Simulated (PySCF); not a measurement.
# ZnC (triplet): changing the method

Aim: see what other levels and later steps give for ZnC (triplet).

Method: method and basis as typed in the scripts; program: PySCF 2.14.0.

2 further runs of the same task are left out: 2 that didn't finish.

### Step 1. The system as given

ZnC (triplet): 2 atoms, charge 0, spin multiplicity 3.

Bond lengths: Zn1–C2 1.900 Å.

### Step 2. The base run

input.py

```python
from pyscf import gto, scf, mp

mol = gto.M(
    atom='Zn 0 0 0; C 0 0 1.9',
    basis='def2-svp',
    charge=0,
    spin=2,
    symmetry=True,
    verbose=3,
)
mf = scf.UHF(mol)
mf = mf.density_fit(auxbasis='def2-universal-jkfit')
mf.kernel()
mp.MP2(mf, frozen=6).kernel()
mf.dip_moment()
print('orbital energies (hartree):', [e[max(0, n-3):n+3].round(4) for e, n in zip(mf.mo_energy, mol.nelec)])
```

The run is started by

```bash
$ OMP_NUM_THREADS=1 python input.py
```

### Step 3. Tpssh (UKS)

Edit 1 changes functional: none (Hartree–Fock) → tpssh; SCF type: UHF → UKS; step after the SCF: mp2 → analyze.

input.py

```python
from pyscf import gto, dft

mol = gto.M(
    atom='Zn 0 0 0; C 0 0 1.9',
    basis='def2-svp',
    charge=0,
    spin=2,
    symmetry=True,
    verbose=3,
)
mf = dft.UKS(mol, xc='tpssh')
mf = mf.density_fit(auxbasis='def2-universal-jkfit')
mf.kernel()
mf.analyze()
print('orbital energies (hartree):', [e[max(0, n-3):n+3].round(4) for e, n in zip(mf.mo_energy, mol.nelec)])
```

### Step 4. B3lyp5 (UKS)

Edit 2 changes functional: none (Hartree–Fock) → b3lyp5; SCF type: UHF → UKS; step after the SCF: mp2 → analyze.

input.py

```python
from pyscf import gto, dft

mol = gto.M(
    atom='Zn 0 0 0; C 0 0 1.9',
    basis='def2-svp',
    charge=0,
    spin=2,
    symmetry=True,
    verbose=3,
)
mf = dft.UKS(mol, xc='b3lyp5')
mf = mf.density_fit(auxbasis='def2-universal-jkfit')
mf.kernel()
mf.analyze()
print('orbital energies (hartree):', [e[max(0, n-3):n+3].round(4) for e, n in zip(mf.mo_energy, mol.nelec)])
```

### Step 5. Stability test

Edit 3 changes step after the SCF: mp2 → stability; point-group symmetry: on → off.

input.py: that of step 2 with these lines changed.

```diff
@@ -1,2 +1,2 @@
-from pyscf import gto, scf, mp
+from pyscf import gto, scf
 
@@ -7,3 +7,2 @@
     spin=2,
-    symmetry=True,
     verbose=3,
@@ -13,3 +12,3 @@
 mf.kernel()
-mp.MP2(mf, frozen=6).kernel()
+mf.stability(internal=True, external=True)
 mf.dip_moment()
```

### Step 6. ROHF

Edit 4 changes SCF type: UHF → ROHF.

input.py

```python
from pyscf import gto, scf, mp

mol = gto.M(
    atom='Zn 0 0 0; C 0 0 1.9',
    basis='def2-svp',
    charge=0,
    spin=2,
    symmetry=True,
    verbose=3,
)
mf = scf.ROHF(mol)
mf = mf.density_fit(auxbasis='def2-universal-jkfit')
mf.kernel()
mp.MP2(mf, frozen=6).kernel()
mf.dip_moment()
print('orbital energies (hartree):', mf.mo_energy[..., max(0, mol.nelec[1]-3):mol.nelec[0]+3].round(4))
```

**Question.** What will these runs give? Wanted: for each run, E(SCF); from base; gap, α spin; SCF dipole; after the SCF.

**Answer**, as computed:

| run | E(SCF) (hartree) | from base (eV) | gap, α spin (eV) | SCF dipole (D) | after the SCF |
| --- | --- | --- | --- | --- | --- |
| base | -1815.185992 | 0 | 8.68 | 3.52 | MP2 correlation -12.046 eV, core frozen |
| tpssh (UKS) | -1816.984084 | not comparable | 2.68 | 3.19 | n/a |
| b3lyp5 (UKS) | -1816.896555 | not comparable | 3.06 | 3.11 | n/a |
| stability test | -1815.185992 | 0.0000 | 8.68 | 3.52 | unstable: internal, UHF/UKS -> GHF/GKS |
| ROHF | -1815.182808 | +0.0867 | n/a | 3.45 | MP2 correlation -12.139 eV, core frozen |

**Reading.** The α-spin gap between the frontier levels is 2.7 eV with tpssh (10 % exact exchange) and 3.1 eV with b3lyp5 (20 %). Total energies of different functionals can't be compared with each other; differences within one functional can. The dearest run is “tpssh (UKS)”, at 6.3 s against 1 s.
